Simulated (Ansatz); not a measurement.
# SiGe3: the cost of one run

Method: DFT PBE, scalar-relativistic, plane waves, PAW, in Ansatz 0.2.0.

### 1 The system as given

Symmetry: P-6m2, No. 187, hexagonal system. The conventional cell has a = 2.987 Å, b = 2.987 Å, c = 9.454 Å, α = 90.00°, β = 90.00°, γ = 120.00°. Around Si (site symmetry -6m2) lie 6 Ge at 2.93 Å and 6 Si at 2.99 Å. Ge (site symmetry 3m) is surrounded by 9 Ge at 2.93 to 2.99 Å and 3 Si at 2.93 Å. Ge (site symmetry -6m2) is surrounded by 12 Ge at 2.93 to 2.99 Å.

As a file:

```xyz
4
Lattice="2.9870 0.0000 0.0000 -1.4935 2.5868 0.0000 0.0000 0.0000 9.4539" Properties=species:S:1:pos:R:3 pbc="T T T"
Si    1.4935    0.8623    4.7269
Ge    0.0000    1.7246    7.0904
Ge    0.0000    1.7246    2.3635
Ge    1.4935    0.8623    0.0000
```

The start is an ordering of an alloy on its end members' structure types: elements ordered on the sites of the Ru type, Si/Ge on Ru (P-6m2, No. 187).

### 2 A first look at the guess

input.yaml reads:

```yaml
crystal:
  lattice:
    - [2.98701824, 0.0, 0.0]
    - [-1.49350912, 2.58683368, 0.0]
    - [0.0, 0.0, 9.45385184]
  atoms:
    - { symbol: Si, position: [0.66666667, 0.33333333, 0.5] }
    - { symbol: Ge, position: [0.33333333, 0.66666667, 0.75] }
    - { symbol: Ge, position: [0.33333333, 0.66666667, 0.25] }
    - { symbol: Ge, position: [0.66666667, 0.33333333, 0.0] }
basis:
  ecutwfc: 420
kpoints:
  mp_grid: { grid: [6, 6, 2] }
hamiltonian:
  xc: pbe
scf:
  occupations: { method: gaussian, width: 0.1 }
  lower_state_search: "off"
output:
  forces: true
  stress: true
  eigenvalues: true
```

Run with:

```
> ansatz run input.yaml --threads 1 --pin off --max-ram 2560MiB --backend cpu --events-out ev --progress --plain --runs-dir out
```

What time and memory should one allow on 1 thread of Intel Xeon at 2.50GHz (Skylake/Cascade Lake), shared host?

About 4.6 s, with a peak of 0.32 GiB.
